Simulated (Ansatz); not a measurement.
**UHSE06/def2-TZVP run of GaNH3 (SMILES [NH2][GaH])**

Aim: the vertical doublet–quartet gap of GaNH3 at UHSE06/def2-TZVP, from 2 runs. 

The calculation is run with Ansatz 0.2.0.

55 further runs of the same task are left out: 55 set aside as unsound or not needed.

### Step 1. The system as given

GaNH3: 5 atoms, total charge 0, spin state doublet. SMILES: `[NH2][GaH]`. Geometry: relaxed at PBE0-D4/def2-TZVP. This is one conformer, not always the lowest.

Bond lengths: N1–Ga2 1.825 Å, N1–H3 1.008 Å, N1–H4 1.006 Å, Ga2–H5 1.594 Å. Angles: N1–Ga2–H5 116.9°, Ga2–N1–H3 123.8°, Ga2–N1–H4 124.3°, H3–N1–H4 111.9°.

### Step 2. The energy at UHSE06/def2-TZVP

in.yaml

```yaml
crystal:
  periodic: [false, false, false]
  atoms:
    - {symbol: N, position_ang: [-0.211900, -0.684000, 0.064700]}
    - {symbol: Ga, position_ang: [0.815500, 0.782900, 0.417000]}
    - {symbol: H, position_ang: [-0.946800, -0.701300, -0.625100]}
    - {symbol: H, position_ang: [-0.115200, -1.569300, 0.532000]}
    - {symbol: H, position_ang: [0.508200, 2.097900, -0.430100]}
basis:
  gaussian: {orbitals: def2-TZVP}
magnetization: {spin_polarized: true, initial_magnetization: 1}
hamiltonian: {xc: hse06}
accuracy: high
output: {orbitals: {seedname: orbitals}}
```

Started as:

```console
ansatz run in.yaml --threads 1 --pin off --max-ram 3480MiB --events-out events.jsonl --progress --plain --runs-dir runs
```

Log:

```text
Warning: RAYON_NUM_THREADS=1 ignored (pool sized by the plan → 1); use --threads N
Functional definition: HSE06
  name "HSE06"
  parameter a = 0.25
  parameter omega = 0.11/bohr
  exchange = pbe_x - a*pbe_x_sr(omega) + a*exact_x_sr(omega)
  correlation = pbe_c
1600 factors; integrals over basis functions are off by at most 4.6e-9 eV
88 factors; integrals over basis functions are off by at most 9.5e-10 eV
mean field evaluation 1: about -53899.4752 eV, gradient 4.7e1 eV
mean field evaluation 2: about -53855.4560 eV, gradient 8.8e1 eV
mean field evaluation 4: about -53907.9039 eV, gradient 3.3e0 eV
mean field evaluation 8: about -53907.9609 eV, gradient 4.3e-1 eV
mean field evaluation 16: about -53907.9615 eV, gradient 2.7e-4 eV
mean field -53907.96152205 eV, -1981.0810458067 hartree, gradient 4.0e-8 eV, S^2 0.753510; 0 other end points of the search recorded, 0 dependent functions left out
reference -53907.96152530 eV, -1981.0810459261 hartree; 21, 20 occupied and 76, 77 virtual orbitals, 1600 factors
Total energy: -53907.96152530 eV, -1981.0810459261 hartree
```

Wall time 11 s (1 thread of Arm Neoverse V1, shared host); peak memory 0.37 GiB.

### Step 3. The quartet

Changes to in.yaml since step 2:

```diff
@@ -3,3 +3,3 @@
   atoms:
-    - {symbol: N, position_ang: [-0.211900, -0.684000, 0.064700]}
+    - {symbol: "N", position_ang: [-0.211900, -0.684000, 0.064700]}
     - {symbol: Ga, position_ang: [0.815500, 0.782900, 0.417000]}
@@ -10,3 +10,4 @@
   gaussian: {orbitals: def2-TZVP}
-magnetization: {spin_polarized: true, initial_magnetization: 1}
+total_charge: 0
+magnetization: {spin_polarized: true, initial_magnetization: 3}
 hamiltonian: {xc: hse06}
```

Started as:

```console
ansatz run in.yaml --threads 1 --pin off --max-ram 3480MiB --events-out events.jsonl --progress --plain --runs-dir runs
```

Log:

```text
Warning: RAYON_NUM_THREADS=1 ignored (pool sized by the plan → 1); use --threads N
Functional definition: HSE06
  name "HSE06"
  parameter a = 0.25
  parameter omega = 0.11/bohr
  exchange = pbe_x - a*pbe_x_sr(omega) + a*exact_x_sr(omega)
  correlation = pbe_c
1600 factors; integrals over basis functions are off by at most 4.6e-9 eV
88 factors; integrals over basis functions are off by at most 9.5e-10 eV
mean field evaluation 1: about -53893.7756 eV, gradient 4.7e1 eV
mean field evaluation 2: about -53841.1172 eV, gradient 9.3e1 eV
mean field evaluation 4: about -53899.6377 eV, gradient 2.3e1 eV
mean field evaluation 8: about -53903.3308 eV, gradient 8.8e-1 eV
mean field evaluation 16: about -53903.3516 eV, gradient 8.2e-4 eV
mean field evaluation 32: about -53898.2370 eV, gradient 2.3e1 eV
mean field -53903.35162661 eV, -1980.9116352741 hartree, gradient 5.8e-8 eV, S^2 3.755404; 4 other end points of the search recorded, 0 dependent functions left out
reference -53903.35162997 eV, -1980.9116353975 hartree; 22, 19 occupied and 75, 78 virtual orbitals, 1600 factors
Total energy: -53903.35162997 eV, -1980.9116353975 hartree
```

It took 18 s on 1 thread of Arm Neoverse V1, shared host; peak memory 0.38 GiB.

### Step 4. Summary of results

At UHSE06/def2-TZVP:

```
                                        quantity           value
                           doublet: total energy  -1981.08105 Eh
     doublet: HOMO energy (highest over α and β)        -5.22 eV
      doublet: LUMO energy (lowest over α and β)        -2.66 eV
                                   doublet: ⟨S²⟩           0.754
                           quartet: total energy  -1980.91164 Eh
     quartet: HOMO energy (highest over α and β)        -2.60 eV
                                   quartet: ⟨S²⟩           3.755
vertical energy of the quartet above the doublet        4.610 eV
```

In words: At this shape the quartet lies 4.61 eV (445 kJ/mol) above the doublet.
